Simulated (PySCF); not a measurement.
# Te+, Te(2+): ionisation energy in x2c-TZVPall

Each state of tellurium is computed at each level; their differences give the ionisation energy. How far do the methods differ?

Method: unrestricted determinants in a Gaussian basis, no spin-orbit coupling in the energies. Code: PySCF 2.14.0.

## (1) Starting point

```
Element                                   : tellurium (Z = 52)
Basis                                     : x2c-TZVPall (8s6p4d2f, 60 functions)
Hamiltonian                               : the spin-free X2C one-electron Hamiltonian (Gaussian nucleus)
State 1                                   : Te+: [Kr] 4d10 5s2 5p3, high-spin 4S determinant
State 2                                   : Te(2+): [Kr] 4d10 5s2 5p2, high-spin 3P determinant
Methods                                   : UHF, LDA, TPSS, MP2
Core shells frozen in the correlated runs : valence: [Kr] 4d10 (for Te+)
```

Outer shells as boxes (Hund's rule):

Te+ [Kr] 4d10 5s2 5p3
```
[Kr] core
4d [↑↓][↑↓][↑↓][↑↓][↑↓]
5s [↑↓]
5p [↑ ][↑ ][↑ ]
```

Te2+ [Kr] 4d10 5s2 5p2
```
[Kr] core
4d [↑↓][↑↓][↑↓][↑↓][↑↓]
5s [↑↓]
5p [↑ ][↑ ][  ]
```

The runs were made by one driver on top of PySCF. The scripts below sum up each run's settings (the driver also hands on starting orbitals that pick excited configurations, and frozen orbitals as a list rather than a count), and the logs come from the driver's own runs. The driver starts from symmetry-adapted Hartree-Fock orbitals, holds the occupation by maximum overlap and uses a logarithmic radial grid for functionals, so a plain start would take other cycles.

It was started by

```console
$ OMP_NUM_THREADS=1 python atomrun2.py TASK.json OUT
```

The integrals over 60 functions and the set-up took 1.2 s of CPU time.

## (2) Te+: the ladder of methods

UHF:

File input.py:

```python
from pyscf import gto, scf, dft, mp, cc
import basis_set_exchange as bse
mol = gto.M(atom="Te 0 0 0", charge=1, spin=3, symmetry="D2h",
            basis=gto.basis.parse(bse.get_basis("x2c-TZVPall", elements=["Te"], fmt="nwchem", header=False)),
            nucmod="G")
mf = scf.UHF(mol).sfx2c1e()
mf.irrep_nelec = {'Ag': (9, 9), 'B1g': (2, 2), 'B2g': (2, 2), 'B3g': (2, 2), 'B1u': (4, 3), 'B2u': (4, 3), 'B3u': (4, 3)}
mf.kernel()
```

LDA:

Changes to input.py:

```diff
@@ -5,3 +5,3 @@
             nucmod="G")
-mf = scf.UHF(mol).sfx2c1e()
+mf = dft.UKS(mol, xc="LDA,VWN").sfx2c1e()
 mf.irrep_nelec = {'Ag': (9, 9), 'B1g': (2, 2), 'B2g': (2, 2), 'B3g': (2, 2), 'B1u': (4, 3), 'B2u': (4, 3), 'B3u': (4, 3)}
```

TPSS:

Changes to input.py:

```diff
@@ -5,3 +5,3 @@
             nucmod="G")
-mf = dft.UKS(mol, xc="LDA,VWN").sfx2c1e()
+mf = dft.UKS(mol, xc="TPSS").sfx2c1e()
 mf.irrep_nelec = {'Ag': (9, 9), 'B1g': (2, 2), 'B2g': (2, 2), 'B3g': (2, 2), 'B1u': (4, 3), 'B2u': (4, 3), 'B3u': (4, 3)}
```

MP2 (valence):

Changes to input.py:

```diff
@@ -5,4 +5,5 @@
             nucmod="G")
-mf = dft.UKS(mol, xc="TPSS").sfx2c1e()
+mf = scf.UHF(mol).sfx2c1e()
 mf.irrep_nelec = {'Ag': (9, 9), 'B1g': (2, 2), 'B2g': (2, 2), 'B3g': (2, 2), 'B1u': (4, 3), 'B2u': (4, 3), 'B3u': (4, 3)}
 mf.kernel()
+mp.UMP2(mf, frozen=23).kernel()
```

## (3) Te(2+), method by method

UHF:

File input.py:

```python
from pyscf import gto, scf, dft, mp, cc
import basis_set_exchange as bse
mol = gto.M(atom="Te 0 0 0", charge=2, spin=2, symmetry="D2h",
            basis=gto.basis.parse(bse.get_basis("x2c-TZVPall", elements=["Te"], fmt="nwchem", header=False)),
            nucmod="G")
mf = scf.UHF(mol).sfx2c1e()
mf.irrep_nelec = {'Ag': (9, 9), 'B1g': (2, 2), 'B2g': (2, 2), 'B3g': (2, 2), 'B1u': (4, 3), 'B2u': (4, 3), 'B3u': (3, 3)}
mf.kernel()
```

LDA:

Changes to input.py:

```diff
@@ -5,3 +5,3 @@
             nucmod="G")
-mf = scf.UHF(mol).sfx2c1e()
+mf = dft.UKS(mol, xc="LDA,VWN").sfx2c1e()
 mf.irrep_nelec = {'Ag': (9, 9), 'B1g': (2, 2), 'B2g': (2, 2), 'B3g': (2, 2), 'B1u': (4, 3), 'B2u': (4, 3), 'B3u': (3, 3)}
```

TPSS:

Changes to input.py:

```diff
@@ -5,3 +5,3 @@
             nucmod="G")
-mf = dft.UKS(mol, xc="LDA,VWN").sfx2c1e()
+mf = dft.UKS(mol, xc="TPSS").sfx2c1e()
 mf.irrep_nelec = {'Ag': (9, 9), 'B1g': (2, 2), 'B2g': (2, 2), 'B3g': (2, 2), 'B1u': (4, 3), 'B2u': (4, 3), 'B3u': (3, 3)}
```

MP2 (valence):

Changes to input.py:

```diff
@@ -5,4 +5,5 @@
             nucmod="G")
-mf = dft.UKS(mol, xc="TPSS").sfx2c1e()
+mf = scf.UHF(mol).sfx2c1e()
 mf.irrep_nelec = {'Ag': (9, 9), 'B1g': (2, 2), 'B2g': (2, 2), 'B3g': (2, 2), 'B1u': (4, 3), 'B2u': (4, 3), 'B3u': (3, 3)}
 mf.kernel()
+mp.UMP2(mf, frozen=23).kernel()
```

**Question.** What will these runs give?

**Answer**, as computed:

```
              quantity                                                      value
ionisation energy, Te+  UHF 18.361, MP2 (valence) 18.753 eV; reference 18.6 ± 0.4
```

In words: The methods span 0.586 eV, from UHF (18.361) to LDA (18.947). The reference is uncertain or not like for like (spin-orbit coupling or other relativistic terms), so no ranking of close methods is drawn. All values hold for this basis alone; no basis-set limit was taken.
